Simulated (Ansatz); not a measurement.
Consider a check of PAW against all-electron LAPW of Al₂Pt, space group Fm-3m (Ansatz 0.2.0 through its Python package).

`al2pt.py`:
```python
# -*- coding: utf-8 -*-
"""Checking the PAW result for Al2Pt with LAPW."""

from dataclasses import dataclass
import logging
import sys

import ansatz as az
import numpy as np

logging.basicConfig(stream=sys.stdout, format="%(levelname)s %(message)s")
logger = logging.getLogger("calc")
logger.setLevel(logging.INFO)


@dataclass
class Settings:
    xc: str = "pbe"
    mesh: tuple[int, ...] = (8, 8, 8)
    occupations: str = "Methfessel-Paxton"
    sigma: float = 0.01


settings = Settings()


def count_gap(report):
    # lowest empty less highest filled band, counting bands; zero where they overlap
    return max(report.get("gap_by_band_count_ev") or 0.0, 0.0)


def main():
    al2pt = (
        az.Lattice.fcc(5.91)
        .space_group(225)
        .atom("Al", (0.25, 0.75, 0.75))
        .atom("Pt", (0.0, 0.0, 0.0))
        .primitive()
    )

    setup = al2pt.calculation()
    setup = setup.functional(settings.xc)
    setup = setup.kpoints(*settings.mesh, center="monkhorst-pack")
    setup = setup.occupations(settings.occupations, width=settings.sigma)
    setup = setup.stress().forces()
    setup = setup.band_table()
    variants = {
        "PAW": setup.pseudopotentials("paw"),
        "LAPW": setup.pseudopotentials("all_electron", lapw=True),
    }
    # totals differ by the cores that each treatment holds, so compare what does not depend on them
    rows = []
    for label, variant in variants.items():
        summary = variant.run(threads=1).report
        levels = np.array(summary["eigenvalues_ev"][0]) - summary["fermi_energy_ev"]
        print(label, "levels at the first k-point near E_F:", np.round(levels[np.abs(levels) < 5], 3))
        rows.append((label, summary["n_electrons"], np.trace(summary["stress_gpa"]) / 3, count_gap(summary)))
    for row in rows:
        print("; ".join(f"{name} = {round(v, 4) if isinstance(v, float) else v}" for name, v in zip(["treatment", "electrons in bands", "P GPa", "gap by band count eV"], row)))


if __name__ == "__main__":
    main()
```

How well do the two treatments of the cores agree on the pressure?

PAW gives 2.525 GPa and LAPW 2.516 GPa, 0.009 GPa apart. They took 3.7 and 66.8 s of processor time.

What the script printed:

```console
$ python al2pt.py
DeckWarning: basis.ecutwfc = 420 eV, auto-derived from the records' recommended cutoffs: set by Al (normal level)
DeckWarning: crystal.symmetry: narrowed to the stabiliser of the k-point mesh — unitary ops 48 → 12; excluded 36 operations that carry a point of the 8×8×8 mesh (shift [0.5, 0.5, 0.5]) off the mesh [...]
PAW levels at the first k-point near E_F: [-3.768 -3.768  2.765  3.182  3.59   3.59 ]
LAPW levels at the first k-point near E_F: [-3.764 -3.764  2.765  3.185  3.6    3.6  ]
treatment = PAW; electrons in bands = 24.0; P GPa = 2.5247; gap by band count eV = 0.0
treatment = LAPW; electrons in bands = 64.0; P GPa = 2.5158; gap by band count eV = 0.0
```
(Warnings from the package without file and line, shortened.)

Reading the output:
- The settings weren't tested for convergence.
- Spin is left out of this run.
- The computed bands are complete only to about 5.1 eV above the Fermi level.
- For a metal this k-point mesh is coarse: on a finer one energies can move by several to tens of meV an atom and pressures by half a GPa or more, differences at one mesh by less.
- A gap by band count of zero or less means overlapping bands, a metal.
- The structure is a deposited one; some such entries were measured under pressure or heat, so a shift against it needn't be the functional's error alone.
- Gaps and levels are Kohn-Sham values on a finite set of k-points, without spin-orbit coupling.
- Pressure is positive in compression; the treatments may keep other shells as core, so totals and counts of electrons can differ.
- Finished in 72 s on 1 thread of Arm Neoverse N1, with other jobs on the host, peak memory 0.71 GiB.

(A comment or docstring line of the script was reworded after the run, the code is as it ran; lines on the test bed's own set-up are left out of the output.)
